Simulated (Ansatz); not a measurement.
# C2H5NOZn: up Jacob's ladder to CCSD(T)

An exercise on one series of results from a longer session: the logs are not shown, and one member is left open.

Method: functionals in def2-TZVPP, the program's frozen cores in correlated methods; program: Ansatz 0.2.0, Gaussian basis.

Plan: PBE-D4, r2SCAN-D4, PBE0-D4, B3LYP-D4, ωB97X-V, ωB97M-V, B2PLYP; CCSD(T)/def2-TZVPP; MP2/def2-QZVPP; extrapolation to the limit.

## The geometry

The geometry comes from an earlier relaxation with PBE0-D4 in a triple-zeta def2 set; it is a stationary point, not always the lowest conformer.

SMILES `[NH2][Zn][CH2]C=O`, 10 atoms, charge 0, spin multiplicity 1.

Atoms are counted from 1 here; the program's logs count them from 0.

Bond lengths: N1–Zn2 1.814 Å, N1–H6 1.010 Å, N1–H7 1.010 Å, Zn2–C3 1.953 Å, C3–C4 1.472 Å, C3–H8 1.093 Å, C3–H9 1.093 Å, C4–O5 1.207 Å, C4–H10 1.114 Å. Angles: Zn2–N1–H6 119.0°, Zn2–N1–H7 118.5°, H6–N1–H7 108.5°, N1–Zn2–C3 174.8°, Zn2–C3–C4 108.6°, Zn2–C3–H8 107.3°, Zn2–C3–H9 106.5°, C4–C3–H8 111.8°, C4–C3–H9 111.4°, H8–C3–H9 111.1°, C3–C4–O5 125.5°, C3–C4–H10 114.8°, O5–C4–H10 119.7°.

Set-up of the first run:

File in.yaml:

```yaml
crystal:
  periodic: [false, false, false]
  atoms:
    - {symbol: N, position_ang: [-2.421231, 0.978778, 0.304367]}
    - {symbol: Zn, position_ang: [-0.851484, 0.156701, -0.085600]}
    - {symbol: C, position_ang: [0.774289, -0.755221, -0.669141]}
    - {symbol: C, position_ang: [1.885378, -0.332843, 0.198718]}
    - {symbol: O, position_ang: [2.616350, 0.606027, -0.005483]}
    - {symbol: H, position_ang: [-3.047643, 0.546551, 0.967612]}
    - {symbol: H, position_ang: [-2.415843, 1.974616, 0.470969]}
    - {symbol: H, position_ang: [0.587511, -1.829496, -0.595865]}
    - {symbol: H, position_ang: [0.942840, -0.455000, -1.706116]}
    - {symbol: H, position_ang: [2.013031, -0.941413, 1.123540]}
basis:
  gaussian: {orbitals: def2-TZVPP}
hamiltonian: {xc: pbe, dispersion: d4}
output: {forces: true, orbitals: {seedname: orbitals}}
```

On the command line:

```console
$ ansatz run in.yaml --threads 4 --pin off --events-out ev --progress --plain --max-ram 10444MiB
```

Among the steps run: PBE-D4 (GGA); r2SCAN-D4 (meta-GGA); PBE0-D4 (hybrid); B3LYP-D4 (hybrid); ωB97X-V (range-separated); ωB97M-V (range-separated); B2PLYP (double hybrid); CCSD(T) in def2-TZVPP; MP2 in def2-QZVPP.

One table of the session follows, with a row left open; its other results are not shown here.

It belongs to the step «Atomisation energies». 

| method | atomisation energy (kcal/mol) |
| --- | --- |
| PBE-D4 | 886.2 |
| r2SCAN-D4 | 862.7 |
| PBE0-D4 | 861.9 |
| B3LYP-D4 | 856.0 |
| ωB97X-V | 862.4 |
| ωB97M-V | 860.9 |
| B2PLYP | 849.8 |
| HF/def2-TZVPP | 583.6 |
| MP2/def2-TZVPP | 855.8 |
| CCSD/def2-TZVPP | ? |
| CCSD(T)/def2-TZVPP | 832.2 |
| MP2/CBS | 880.8 |
| CCSD(T)/CBS | 857.3 |

Estimate the missing values for CCSD/def2-TZVPP.

As computed: atomisation energy (kcal/mol): 815.6. In the column «atomisation energy (kcal/mol)» it lies between HF/def2-TZVPP (583.6) and CCSD(T)/def2-TZVPP (832.2).

Limits of these values: Free atoms (1 N, 1 Zn, 2 C, 1 O, 5 H) were run apart at each level; the atomisation energy is their sum less the molecule, without zero-point or spin-orbit terms.
